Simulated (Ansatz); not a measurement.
**GeTe: single points with varied inputs**

How do the results and run time of GeTe respond when the settings are drawn wide?

The runs use Ansatz 0.2.0, Gaussian basis; the settings change from run to run.

## 1. The molecule

An earlier PBE0-D4 in a triple-zeta def2 set relaxation fixed the geometry. Te takes a core potential in def2 sets; no spin-orbit term is included.

SMILES `[Ge][Te]`, 2 atoms, charge 0, spin multiplicity 1.

Atoms are counted from 1 here; the program's logs count them from 0.

Bond lengths: Ge1–Te2 2.338 Å.

## 2. B2PLYP/def2-TZVPP

The input, in.yaml:

```yaml
crystal:
  periodic: [false, false, false]
  atoms:
    - {symbol: Ge, position_ang: [0.000000, 0.000000, 0.000844]}
    - {symbol: Te, position_ang: [-0.000000, -0.000000, 2.339321]}
basis:
  gaussian: {orbitals: def2-TZVPP}
hamiltonian: {xc: {name: B2PLYP}}
output: {forces: true}
```

Launch:

```bash
$ ansatz run in.yaml --threads 4 --pin off --events-out ev --progress --plain --max-ram 10444MiB
```

The log of the run:

```text
Functional definition: B2PLYP
  name "B2PLYP"
  cite "Grimme, J. Chem. Phys. 124, 034108 (2006) doi:10.1063/1.2148954"
  cite "Becke, Phys. Rev. A 38, 3098 (1988) doi:10.1103/PhysRevA.38.3098"
  cite "Lee, Yang & Parr, Phys. Rev. B 37, 785 (1988) doi:10.1103/PhysRevB.37.785"
  parameter a = 0.53
  parameter c = 0.27
  exchange = (1 - a)*b88_x + a*exact_x
  correlation = (1 - c)*lyp_c + c*(mp2_os + mp2_ss)
803 factors; integrals over basis functions are off by at most 9.7e-4 eV
mean field evaluation 1: about -63790.7441 eV, gradient 1.6e1 eV
mean field evaluation 2: about -63790.7985 eV, gradient 1.6e1 eV
mean field evaluation 4: about -63791.7522 eV, gradient 2.2e0 eV
mean field evaluation 8: about -63791.7601 eV, gradient 5.0e-2 eV
mean field evaluation 16: about -63791.7601 eV, gradient 3.4e-6 eV
mean field -63791.76014906 eV, -2344.3039458698 hartree, gradient 3.4e-6 eV, S^2 0.000000; 0 other end points of the search recorded, 0 dependent functions left out
13 core orbitals not correlated: weight in the atoms' cores, before any rotation towards them, 1.000 or more for the frozen orbitals, at most 0.000 for the correlated occupied ones
reference -63791.76025621 eV, -2344.3039498076 hartree; 15, 15 occupied and 70, 70 virtual orbitals, 803 factors
second order -22.22565395 eV of doubles, -0.00000000 eV of singles
the calculation of the forces begins
Total energy: -63797.76118278 eV, -2344.5244797913 hartree
Atom 0 at     0.000000     0.000000     0.000844 Å, force    -0.000000    -0.000000    -0.332724 eV/Å
Atom 1 at    -0.000000    -0.000000     2.339321 Å, force    -0.000000    -0.000000     0.332724 eV/Å
Dipole moment:    -0.000000     0.000000    -0.213021 e Å
```

It took 1.9 s on 4 threads of Arm Neoverse V2, shared host.

Largest force 0.333 eV/Å, dipole 1.02 D.

## 3. BLYP/x2c-TZVPPall

This run has D3(BJ) with three-body dispersion, high accuracy.

Edit in.yaml of step 2 so:

```diff
@@ -6,4 +6,4 @@
 basis:
-  gaussian: {orbitals: def2-TZVPP}
-hamiltonian: {xc: {name: B2PLYP}}
-output: {forces: true}
+  gaussian: {orbitals: x2c-TZVPPall}
+hamiltonian: {xc: {name: BLYP}, dispersion: d3bjatm}
+accuracy: high
```

Launched as before.

The log of the run:

```text
Functional definition: BLYP
  name "BLYP"
  cite "Becke, Phys. Rev. A 38, 3098 (1988) doi:10.1103/PhysRevA.38.3098"
  cite "Lee, Yang & Parr, Phys. Rev. B 37, 785 (1988) doi:10.1103/PhysRevB.37.785"
  parameter beta = 0.0042
  parameter a = 0.04918
  parameter b = 0.132
  parameter c = 0.2533
  parameter d = 0.349
  exchange = b88_x(beta = beta)
  correlation = lyp_c(a = a, b = b, c = c, d = d)
1591 factors; integrals over basis functions are off by at most 5.4e-9 eV
mean field evaluation 1: about -241992.2444 eV, gradient 2.4e1 eV
mean field evaluation 2: about -241982.0789 eV, gradient 6.2e1 eV
mean field evaluation 4: about -241993.0847 eV, gradient 4.1e0 eV
mean field evaluation 8: about -241993.1129 eV, gradient 2.9e-1 eV
mean field evaluation 16: about -241993.1132 eV, gradient 3.6e-5 eV
mean field -241993.11316719 eV, -8893.0828800708 hartree, gradient 1.5e-8 eV, S^2 0.000000; 0 other end points of the search recorded, 0 dependent functions left out
reference -241993.11320207 eV, -8893.0828813527 hartree; 42, 42 occupied and 66, 66 virtual orbitals, 1591 factors
Total energy: -241993.23757484 eV, -8893.0874519677 hartree
Relativity: scalar
```

Wall time 1.8 s (4 threads of Arm Neoverse V2, shared host).

## 4. B97M-V/def2-TZVP

Options: charge +1, multiplicity 2, atoms shaken by 0.08 Å.

The input, in.yaml:

```yaml
crystal:
  periodic: [false, false, false]
  atoms:
    - {symbol: Ge, position_ang: [0.150963, -0.050410, -0.003151]}
    - {symbol: Te, position_ang: [0.017924, -0.151130, 2.405068]}
basis:
  gaussian: {orbitals: def2-TZVP}
total_charge: 1
magnetization: {spin_polarized: true, initial_magnetization: 1}
hamiltonian: {xc: {name: B97M-V}}
output: {forces: true}
```

Launched as before.

The log of the run (excerpt; [...] marks lines left out):

```text
Functional definition: B97M-V
  name "B97M-V"
  cite "Mardirossian & Head-Gordon, J. Chem. Phys. 142, 074111 (2015) doi:10.1063/1.4907719"
  cite "Becke, J. Chem. Phys. 107, 8554 (1997) doi:10.1063/1.475007"
  cite "Vydrov & Van Voorhis, J. Chem. Phys. 133, 244103 (2010) doi:10.1063/1.3521275"
  # Of w^i u^j: cxij and so on, Table III.
[...]
  gx(w, u) = cx00 + cx01*u + cx02*u^2 + (cx10 + cx11*u)*w
  gss(w, u) = css00 + css02*u^2 + css10*w + (css32*w^3 + css42*w^4)*u^2
  gos(w, u) = cos00 + cos01*u + cos03*u^3 + cos10*w + cos32*w^3*u^2
[...]
      + integral(e_c_pw_mod_opposite_spin*gos(b97_w_opposite, b97_u_opposite)) + vv10(b, c)
744 factors; their error is unknown
[...]
mean field -63792.44239072 eV, -2344.3290177884 hartree, gradient 9.1e-6 eV, S^2 0.756524; 7 other end points of the search recorded, 0 dependent functions left out
[...]
reference -63792.44243341 eV, -2344.3290193572 hartree; 28, 27 occupied and 70, 71 virtual orbitals, 744 factors
Total energy: -63792.44243341 eV, -2344.3290193572 hartree
Atom 0 at     0.150963    -0.050410    -0.003151 Å, force     0.066280     0.050179    -1.199772 eV/Å
Atom 1 at     0.017924    -0.151130     2.405068 Å, force    -0.066280    -0.050179     1.199772 eV/Å
Dipole moment:     0.020817     0.015760    -0.376817 e Å
```

Wall time 12 s (4 threads of Arm Neoverse V2, shared host); peak memory 0.28 GiB.

Largest force 1.203 eV/Å, ⟨S²⟩ 0.757.

## 5. B2GP-PLYP/def2-TZVPD

This run has relativity set to scalar, high accuracy.

The input, in.yaml:

```yaml
crystal:
  periodic: [false, false, false]
  atoms:
    - {symbol: Ge, position_ang: [0.000000, 0.000000, 0.000844]}
    - {symbol: Te, position_ang: [-0.000000, -0.000000, 2.339321]}
basis:
  gaussian: {orbitals: def2-TZVPD}
hamiltonian: {xc: {name: B2GP-PLYP}, pseudopotentials: {relativity: scalar}}
accuracy: high
output: {forces: true}
```

Same command.

The log of the run (excerpt; [...] marks lines left out):

```text
Functional definition: B2GP-PLYP
  name "B2GP-PLYP"
  cite "Karton, Tarnopolsky, Lamère, Schatz & Martin, J. Phys. Chem. A 112, 12868 (2008) doi:10.1021/jp801805p"
  cite "Becke, Phys. Rev. A 38, 3098 (1988) doi:10.1103/PhysRevA.38.3098"
  cite "Lee, Yang & Parr, Phys. Rev. B 37, 785 (1988) doi:10.1103/PhysRevB.37.785"
[...]
1687 factors; integrals over basis functions are off by at most 4.6e-9 eV
[...]
mean field -64252.28808388 eV, -2361.2280353175 hartree, gradient 3.6e-8 eV, S^2 0.000000; 0 other end points of the search recorded, 0 dependent functions left out
13 core orbitals not correlated: weight in the atoms' cores, before any rotation towards them, 1.000 or more for the frozen orbitals, at most 0.000 for the correlated occupied ones
reference -64252.28809783 eV, -2361.2280358302 hartree; 15, 15 occupied and 85, 85 virtual orbitals, 1687 factors
second order -21.38577462 eV of doubles, -0.00000000 eV of singles
[...]
Total energy: -64259.98697669 eV, -2361.5109644099 hartree
Relativity: scalar
Atom 0 at     0.000000     0.000000     0.000844 Å, force     0.000000     0.000000    -0.021674 eV/Å
Atom 1 at    -0.000000    -0.000000     2.339321 Å, force     0.000000     0.000000     0.021674 eV/Å
Dipole moment:     0.000000     0.000000    -0.233836 e Å
```

It took 7.5 s on 4 threads of Arm Neoverse V2, shared host; peak memory 0.5 GiB.

Largest force 0.022 eV/Å, dipole 1.12 D.

## 6. wPBEh/def2-TZVPD

Options: atoms shaken by 0.08 Å.

The input, in.yaml:

```yaml
crystal:
  periodic: [false, false, false]
  atoms:
    - {symbol: Ge, position_ang: [-0.037940, -0.057061, -0.082403]}
    - {symbol: Te, position_ang: [0.051666, -0.027150, 2.456534]}
basis:
  gaussian: {orbitals: def2-TZVPD}
hamiltonian: {xc: {name: wPBEh}}
output: {forces: true}
```

Same command.

The log of the run (excerpt; [...] marks lines left out):

```text
Functional definition: wPBEh
  name "wPBEh"
  cite "Heyd, Scuseria & Ernzerhof, J. Chem. Phys. 118, 8207 (2003) doi:10.1063/1.1564060"
  cite "Krukau, Vydrov, Izmaylov & Scuseria, J. Chem. Phys. 125, 224106 (2006) doi:10.1063/1.2404663"
  cite "Heyd & Scuseria, J. Chem. Phys. 120, 7274 (2004) doi:10.1063/1.1668634"
  cite "Ernzerhof & Perdew, J. Chem. Phys. 109, 3313 (1998) doi:10.1063/1.476928"
  cite "Perdew, Burke & Ernzerhof, Phys. Rev. Lett. 77, 3865 (1996) doi:10.1103/PhysRevLett.77.3865"
  parent pbe
[...]
903 factors; their error is unknown
53 factors; integrals over basis functions are off by at most 1.1e-4 eV
[...]
mean field -63805.16442915 eV, -2344.7965440776 hartree, gradient 1.0e-5 eV, S^2 0.000000; 0 other end points of the search recorded, 0 dependent functions left out
[...]
reference -63805.16446628 eV, -2344.7965454420 hartree; 28, 28 occupied and 85, 85 virtual orbitals, 903 factors
Total energy: -63805.16446628 eV, -2344.7965454420 hartree
Atom 0 at    -0.037940    -0.057061    -0.082403 Å, force     0.092160     0.030764     2.611309 eV/Å
Atom 1 at     0.051666    -0.027150     2.456534 Å, force    -0.092160    -0.030764    -2.611309 eV/Å
Dipole moment:    -0.014752    -0.004924    -0.417976 e Å
```

Run time: 1.1 s. Hardware: 4 threads of Arm Neoverse V2, shared host.

Largest force 2.613 eV/Å, dipole 2.01 D.

## 7. LC-wPBE/def2-TZVPD

The input, in.yaml:

```yaml
crystal:
  periodic: [false, false, false]
  atoms:
    - {symbol: Ge, position_ang: [0.000000, 0.000000, 0.000844]}
    - {symbol: Te, position_ang: [-0.000000, -0.000000, 2.339321]}
basis:
  gaussian: {orbitals: def2-TZVPD}
hamiltonian: {xc: {name: LC-wPBE}}
output: {forces: true}
```

Launched as before.

The log of the run (excerpt; [...] marks lines left out):

```text
Functional definition: LC-wPBE
  name "LC-wPBE"
  cite "Vydrov & Scuseria, J. Chem. Phys. 125, 234109 (2006) doi:10.1063/1.2409292"
  cite "Heyd & Scuseria, J. Chem. Phys. 120, 7274 (2004) doi:10.1063/1.1668634"
  cite "Ernzerhof & Perdew, J. Chem. Phys. 109, 3313 (1998) doi:10.1063/1.476928"
  cite "Perdew, Burke & Ernzerhof, Phys. Rev. Lett. 77, 3865 (1996) doi:10.1103/PhysRevLett.77.3865"
  parent pbe
[...]
822 factors; their error is unknown
253 factors; integrals over basis functions are off by at most 1.9e-4 eV
[...]
mean field -63805.11654526 eV, -2344.7947843769 hartree, gradient 2.3e-5 eV, S^2 0.000000; 0 other end points of the search recorded, 0 dependent functions left out
[...]
reference -63805.11654526 eV, -2344.7947843770 hartree; 28, 28 occupied and 85, 85 virtual orbitals, 822 factors
Total energy: -63805.11654526 eV, -2344.7947843770 hartree
Atom 0 at     0.000000     0.000000     0.000844 Å, force    -0.000000     0.000000     0.944096 eV/Å
Atom 1 at    -0.000000    -0.000000     2.339321 Å, force     0.000000    -0.000000    -0.944096 eV/Å
Dipole moment:    -0.000000    -0.000000    -0.329986 e Å
```

Wall time 0.95 s (4 threads of Arm Neoverse V2, shared host).

Largest force 0.944 eV/Å, dipole 1.58 D.

## 8. B97M-V/STO-3G

Set apart from the defaults: multiplicity 3.

Edit in.yaml of step 7 so:

```diff
@@ -6,4 +6,5 @@
 basis:
-  gaussian: {orbitals: def2-TZVPD}
-hamiltonian: {xc: {name: LC-wPBE}}
+  gaussian: {orbitals: STO-3G}
+magnetization: {spin_polarized: true, initial_magnetization: 2}
+hamiltonian: {xc: {name: B97M-V}}
 output: {forces: true}
```

Launched as before.

The log of the run (excerpt; [...] marks lines left out):

```text
Functional definition: B97M-V
  name "B97M-V"
  cite "Mardirossian & Head-Gordon, J. Chem. Phys. 142, 074111 (2015) doi:10.1063/1.4907719"
  cite "Becke, J. Chem. Phys. 107, 8554 (1997) doi:10.1063/1.475007"
  cite "Vydrov & Van Voorhis, J. Chem. Phys. 133, 244103 (2010) doi:10.1063/1.3521275"
  # Of w^i u^j: cxij and so on, Table III.
[...]
  gx(w, u) = cx00 + cx01*u + cx02*u^2 + (cx10 + cx11*u)*w
  gss(w, u) = css00 + css02*u^2 + css10*w + (css32*w^3 + css42*w^4)*u^2
  gos(w, u) = cos00 + cos01*u + cos03*u^3 + cos10*w + cos32*w^3*u^2
[...]
      + integral(e_c_pw_mod_opposite_spin*gos(b97_w_opposite, b97_u_opposite)) + vv10(b, c)
455 factors; integrals over basis functions are off by at most 2.2e-5 eV
[...]
mean field -234063.10740724 eV, -8601.6605435438 hartree, gradient 2.8e-7 eV, S^2 2.019996; 18 other end points of the search recorded, 0 dependent functions left out
[...]
reference -234063.10743259 eV, -8601.6605444751 hartree; 43, 41 occupied and 2, 4 virtual orbitals, 455 factors
Total energy: -234063.10743259 eV, -8601.6605444751 hartree
Atom 0 at     0.000000     0.000000     0.000844 Å, force    -0.000000    -0.000000     0.898755 eV/Å
Atom 1 at    -0.000000    -0.000000     2.339321 Å, force    -0.000000     0.000000    -0.898755 eV/Å
Dipole moment:     0.000000    -0.048095    -0.403972 e Å
```

It took 34 s on 4 threads of Arm Neoverse V2, shared host.

Largest force 0.899 eV/Å, dipole 1.95 D, ⟨S²⟩ 2.020.

## 9. B3LYP5/x2c-TZVPPall

Options: multiplicity 3, the search for lower states set to off.

Edit in.yaml of step 8 so:

```diff
@@ -6,5 +6,5 @@
 basis:
-  gaussian: {orbitals: STO-3G}
+  gaussian: {orbitals: x2c-TZVPPall}
 magnetization: {spin_polarized: true, initial_magnetization: 2}
-hamiltonian: {xc: {name: B97M-V}}
-output: {forces: true}
+hamiltonian: {xc: {name: B3LYP5}}
+scf: {lower_state_search: off}
```

The command is unchanged.

The log of the run (excerpt; [...] marks lines left out):

```text
Functional definition: B3LYP5
  name "B3LYP5"
  cite "Stephens, Devlin, Chabalowski & Frisch, J. Phys. Chem. 98, 11623 (1994) doi:10.1021/j100096a001"
  cite "Becke, Phys. Rev. A 38, 3098 (1988) doi:10.1103/PhysRevA.38.3098"
  cite "Lee, Yang & Parr, Phys. Rev. B 37, 785 (1988) doi:10.1103/PhysRevB.37.785"
  cite "Vosko, Wilk & Nusair, Can. J. Phys. 58, 1200 (1980) doi:10.1139/p80-159"
[...]
922 factors; integrals over basis functions are off by at most 9.6e-4 eV
[...]
mean field -241976.05411269 eV, -8892.4559713810 hartree, gradient 2.9e-6 eV, S^2 2.004934; 0 other end points of the search recorded, 0 dependent functions left out
reference -241976.05428189 eV, -8892.4559775988 hartree; 43, 41 occupied and 65, 67 virtual orbitals, 922 factors
Total energy: -241976.05428189 eV, -8892.4559775988 hartree
Relativity: scalar
Checks for a lower state left out: stability, starts, cluster_reference, orbital_swaps, neighbouring_geometries, increment
```

Run time: 1.9 s. Hardware: 4 threads of Arm Neoverse V2, shared host; peak memory 0.36 GiB.

⟨S²⟩ 2.005.

## 10. wB97M-V/def2-mTZVPP

Options: finite nuclei, relativity set to scalar.

The input, in.yaml:

```yaml
crystal:
  periodic: [false, false, false]
  atoms:
    - {symbol: Ge, position_ang: [0.000000, 0.000000, 0.000844]}
    - {symbol: Te, position_ang: [-0.000000, -0.000000, 2.339321]}
basis:
  gaussian: {orbitals: def2-mTZVPP, nuclear_model: gaussian}
hamiltonian: {xc: {name: wB97M-V}, pseudopotentials: {relativity: scalar}}
output: {forces: true}
```

The command is unchanged.

The log of the run (excerpt; [...] marks lines left out):

```text
Functional definition: wB97M-V
  name "wB97M-V"
  cite "Mardirossian & Head-Gordon, J. Chem. Phys. 144, 214110 (2016) doi:10.1063/1.4952647"
  cite "Becke, J. Chem. Phys. 107, 8554 (1997) doi:10.1063/1.475007"
  cite "Vydrov & Van Voorhis, J. Chem. Phys. 133, 244103 (2010) doi:10.1063/1.3521275"
  # Of w^i u^j: cxij and so on, Table III.
[...]
  gx(w, u) = 1 - cx + cx01*u + cx10*w
  gss(w, u) = css00 + css04*u^4 + css10*w + css20*w^2 + css43*w^4*u^3
  gos(w, u) = cos00 + cos10*w + (cos20 + cos21*u)*w^2 + (cos60 + cos61*u)*w^6
[...]
      + integral(e_c_pw_mod_opposite_spin*gos(b97_w_opposite, b97_u_opposite)) + vv10(b, c)
752 factors; integrals over basis functions are off by at most 2.8e-4 eV
180 factors; integrals over basis functions are off by at most 8.4e-5 eV
[...]
mean field -64275.35470137 eV, -2362.0757178753 hartree, gradient 3.6e-5 eV, S^2 0.000000; 0 other end points of the search recorded, 0 dependent functions left out
[...]
reference -64275.35473165 eV, -2362.0757189879 hartree; 28, 28 occupied and 44, 44 virtual orbitals, 752 factors
Total energy: -64275.35473165 eV, -2362.0757189879 hartree
Relativity: scalar
Atom 0 at     0.000000     0.000000     0.000844 Å, force     0.000000    -0.000000     0.408296 eV/Å
Atom 1 at    -0.000000    -0.000000     2.339321 Å, force    -0.000000    -0.000000    -0.408296 eV/Å
Dipole moment:    -0.000000     0.000000    -0.328150 e Å
```

Wall time 1.9 s (4 threads of Arm Neoverse V2, shared host).

Largest force 0.408 eV/Å, dipole 1.58 D.

## 11. The runs in one table

| level | charge | multiplicity | geometry | functions | energy (eV) | time |
| --- | --- | --- | --- | --- | --- | --- |
| B2PLYP/def2-TZVPP | 0 | 1 | relaxed | 98 | -63797.761 | 1.9 s |
| BLYP/x2c-TZVPPall | 0 | 1 | relaxed | 108 | -241993.238 | 1.8 s |
| B97M-V/def2-TZVP | 1 | 2 | shaken | 98 | -63792.442 | 12 s |
| B2GP-PLYP/def2-TZVPD | 0 | 1 | relaxed | 113 | -64259.987 | 7.5 s |
| wPBEh/def2-TZVPD | 0 | 1 | shaken | 113 | -63805.164 | 1.1 s |
| LC-wPBE/def2-TZVPD | 0 | 1 | relaxed | 113 | -63805.117 | 0.95 s |
| B97M-V/STO-3G | 0 | 3 | relaxed | 45 | -234063.107 | 34 s |
| B3LYP5/x2c-TZVPPall | 0 | 3 | relaxed | 108 | -241976.054 | 1.9 s |
| wB97M-V/def2-mTZVPP | 0 | 1 | relaxed | 72 | -64275.355 | 1.9 s |

## 12. Summary of results

| quantity | value |
| --- | --- |
| runs | 9 |
| quickest | LC-wPBE/def2-TZVPD, 0.95 s |
| slowest | B97M-V/STO-3G, 34 s |
| spread of total energies, same state and geometry | 178195.5 eV |
| dipole, same state and geometry | 1.02 to 1.58 D |

B97M-V/STO-3G took 36 times as long as LC-wPBE/def2-TZVPD. The jobs differ in tasks and options as well as level. The totals spread over 178195 eV; they can't be compared across methods or bases. Some of these runs are scalar-relativistic and others not, which shifts the totals of all-electron atoms past neon by eV; core potentials, where a basis has them, take the core out of the total altogether. At the PBE0-D4/def2-TZVP geometry and in the same state, runs without warnings or point charges leave forces up to 0.94 eV/Å (LC-wPBE/def2-TZVPD), against 2.6 eV/Å where the atoms were moved. At that geometry and state the dipole changes by 55 % between the lowest and highest value.
